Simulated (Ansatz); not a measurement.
**ScIr: how the settings move a relaxation**

How sensitive is a relaxation of ScIr to its settings? A reference run comes first, then one run with altered input.

Program: Ansatz 0.2.0. Level of theory: reference: DFT, r2SCAN, PAW with Ansatz's default frozen-core files, scalar-relativistic. These are calculated values, not measurements.

**1. The structure to begin with**

The structure is cubic, space group Pm-3m (No. 221). The conventional cell has a = 3.206 Å, b = 3.206 Å, c = 3.206 Å, α = 90.00°, β = 90.00°, γ = 90.00°. Sc (site symmetry m-3m) has 8 Ir at 2.78 Å as nearest neighbours. Around Ir (site symmetry m-3m) lie 8 Sc at 2.78 Å.

Coordinates:

```cif
data_structure
_symmetry_space_group_name_H-M 'P 1'
_symmetry_Int_Tables_number 1
_cell_length_a 3.2060
_cell_length_b 3.2060
_cell_length_c 3.2060
_cell_angle_alpha 90.000
_cell_angle_beta 90.000
_cell_angle_gamma 90.000
_cell_volume 32.95
loop_
_atom_site_label
_atom_site_type_symbol
_atom_site_fract_x
_atom_site_fract_y
_atom_site_fract_z
_atom_site_occupancy
Sc1 Sc 0.50000 0.50000 0.50000 1
Ir1 Ir 0.00000 0.00000 0.00000 1
```

**2. Baseline**

The input, input.yaml:

```yaml
crystal:
  lattice:
    - [3.206, 0.0, 0.0]
    - [0.0, 3.206, 0.0]
    - [0.0, 0.0, 3.206]
  atoms:
    - { symbol: Sc, position: [0.5, 0.5, 0.5] }
    - { symbol: Ir, position: [0.0, 0.0, 0.0] }
kpoints:
  mp_grid: { grid: [13, 13, 13] }
scf:
  occupations: { method: fermi_dirac, width: 0.05 }
hamiltonian:
  xc: r2scan
  pseudopotentials: { kind: paw }
output:
  forces: true
  stress: true
relax:
  f_tol: 0.005
  max_steps: 50
  cell: {}
```

On the command line:

```sh
ansatz run input.yaml --threads 1 --pin off --max-ram 2048MiB --backend cpu --events-out ev --progress --plain --runs-dir out
```

**3. Changed: eigensolver.kind davidson, chi_scale 0.0, f_tol 0.02, max_displacement 0.05, basis.precision f64**

Changes to input.yaml since step 2:

```diff
@@ -12,2 +12,4 @@
   occupations: { method: fermi_dirac, width: 0.05 }
+  eigensolver: { kind: davidson }
+  initial_density: { chi_scale: 0.0 }
 hamiltonian:
@@ -19,4 +21,7 @@
 relax:
-  f_tol: 0.005
+  f_tol: 0.02
   max_steps: 50
   cell: {}
+  max_displacement: 0.05
+basis:
+  precision: f64
```

**Question.** What will these runs give? Wanted: for each run, ending; energy change; pressure; gap; force.

As calculated:

```csv
run,ending,energy change,pressure (GPa),gap (eV),force (eV/Å),cycles,time
reference,converged,0,0.0,0.08,0.00,29,23 s
"1: eigensolver.kind davidson, chi_scale 0.0, f_tol 0.02, max_displacement 0.05, basis.precision f64",converged,0.0 meV/atom,0.0,0.08,0.00,28,28 s
```

What this shows: With the changed solver, start, convergence setting, walk settings and arithmetic precision the energy agrees within 0.5 meV/atom. The gap of the reference lacks spin-orbit coupling, though the cell holds Ir.
